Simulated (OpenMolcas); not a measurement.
# Nb⁴⁺ with 6 ligands (bromide): CASSCF and CASPT2 levels and susceptibility

Which state of Nb⁴⁺ lies lowest among these ligands, how large is the field, and what χT follows?

Method: state-averaged CASSCF and CASPT2, spin-orbit coupling by RASSI with atomic mean-field integrals. Code: OpenMolcas 26.06.

## Step 1: Starting point

| Property | Result |
| --- | --- |
| Species | Nb⁴⁺ (niobium, Z = 41, 37 electrons) |
| Basis | ANO-RCC-VTZP [7s6p4d2f1g], 230 functions with the ligands |
| Scalar Hamiltonian | DKH2, point nucleus |
| Inactive shells | 1s 2s 2p 3s 3p 3d 4s 4p of the metal, and all ligand shells |
| Active space | 1 electron in 5 orbitals (4d) |
| Some configurations of this space | 4d |
| Orbitals | optimised for each spin and parity, averaged over all roots |

Outer shells as boxes (Hund's rule):

4d
```
4d [↑ ][  ][  ][  ][  ]
```

Nb⁴⁺ is taken with 6 ligands (bromide) in trigonal prism coordination (D3h) at 2.59 Å, a polar angle of 55.5° against the regular 49.1°. A charge of +0.333 e stands 2.4 Å behind each ligand. Ligand basis ANO-RCC-VDZP. The distances are assumed, not relaxed.

```xyz
7

Nb    0.0000    0.0000    0.0000
Br    2.1341    0.0000    1.4676
Br   -1.0670    1.8481    1.4676
Br   -1.0670   -1.8481    1.4676
Br    2.1341    0.0000   -1.4676
Br   -1.0670    1.8481   -1.4676
Br   -1.0670   -1.8481   -1.4676
```

Each step is its own input file, run in one work folder so that later steps find the files of earlier ones. Labels, J, g values, rates, χT and fits are worked out afterwards by a script from the matrices that RASSI stores.

## Step 2: One- and two-electron integrals

a.inp reads:

```
&GATEWAY
Coord
7

Nb 0.0 0.0 0.0
Br 2.134051 0.000000 1.467625
Br -1.067026 1.848143 1.467625
Br -1.067026 -1.848143 1.467625
Br 2.134051 0.000000 -1.467625
Br -1.067026 1.848143 -1.467625
Br -1.067026 -1.848143 -1.467625
Basis=Nb.ANO-RCC-VTZP,Br.ANO-RCC-VDZP
Group=NoSym
NoMove
AngMom=0.0 0.0 0.0
AMFI
RICD
XField
6 Angstrom 0
4.111550 0.000000 2.827587 0.333333
-2.055776 3.560708 2.827586 0.333333
-2.055776 -3.560708 2.827586 0.333333
4.111550 0.000000 -2.827587 0.333333
-2.055776 3.560708 -2.827586 0.333333
-2.055776 -3.560708 -2.827586 0.333333
&SEWARD
```

Run with:

```
OMP_NUM_THREADS=1 MOLCAS_MEM=2457 MOLCAS_PROJECT=a pymolcas a.inp > a.log
```

## Step 3: CASSCF: doublets, 5 roots

a.inp reads:

```
&RASSCF
FileOrb=start.orb
Symmetry=1
Spin=2
nActEl=1 0 0
Inactive=126
Ras2=5
CIRoot=5 5 1
SDav=5
CIMx=300
Iter=150 100
PrWF=0.3
OrbListing=Nothing
MaxOrb=0
LevShft=1.0
>>> COPY $Project.JobIph JOB001
```

start.orb holds start orbitals that the driver prepared beforehand, or those of the step before.

## Step 4: State interaction with spin-orbit coupling

a.inp reads:

```
&RASSI
NrOfJobIphs=1 5
1 2 3 4 5
IphNames
JOB001
EJob
SpinOrbit
DIPRint=1.0
SOCoupling=1000.0
Subsets=2
Property=9
'ANGMOM' 1 'ANGMOM' 2 'ANGMOM' 3 'MLTPL  1' 1 'MLTPL  1' 2 'MLTPL  1' 3
'AMFI' 1 'AMFI' 2 'AMFI' 3
SOProperty=3
'ANGMOM' 1 'ANGMOM' 2 'ANGMOM' 3
```

## Step 5: CASPT2: IPEA 0.25, imaginary shift 0.1 (closed shells correlated: 4s 4p of the metal, with ligand shells; the Frozen line counts the rest)

a.inp reads:

```
>>> COPY JOB001 $Project.JobIph
&CASPT2
Multistate=5 1 2 3 4 5
NoMult
Frozen=98
IPEA=0.25
Imaginary=0.1
MaxIter=60
WThr=0.0 0.3 0.05
PrWF=0.5
NoMix
```

(Steps that only read results are left out.)

**Question.** What will these runs give? Wanted: spin-free ground state; first state of the same spin within the active space; lowest level; next level.

**Answer**, as computed:

| quantity | value |
| --- | --- |
| method | SS-CASPT2, IPEA 0.25, imaginary shift 0.1 (closed shells correlated: 4s 4p of the metal, with ligand shells; the Frozen line counts the rest) |
| spin-free ground state | 2A1, 1-fold in its orbital part |
| first state of the same spin within the active space | 2E at 5940 cm⁻¹ |
| lowest level | 2-fold E1/2, g = 1.90, 1.90, 2.00 |
| next level | 5560.1 cm⁻¹ |
| χT at 300 K | 0.36 cm³ K/mol |
| effective moment at 300 K | 1.69 μB |

Cost by method:

```csv
method,time of its own steps,time with the reference
A. CASSCF,4.1 min,4.1 min
"B. SS-CASPT2, IPEA 0.25, imaginary shift 0.1, +4s 4p",3.5 min,7.6 min
```

Times are of one thread on a shared host.

What this shows: The spin-free ground state (2A1) is 1-fold and keeps the highest spin of the shell. χT at 300 K is 0.36, against 0.38 cm³ K/mol for the spin alone; near agreement at one temperature doesn't show that the orbital moment is quenched. The bonds are covalent and no ligand orbital is active, so the numbers are rough.
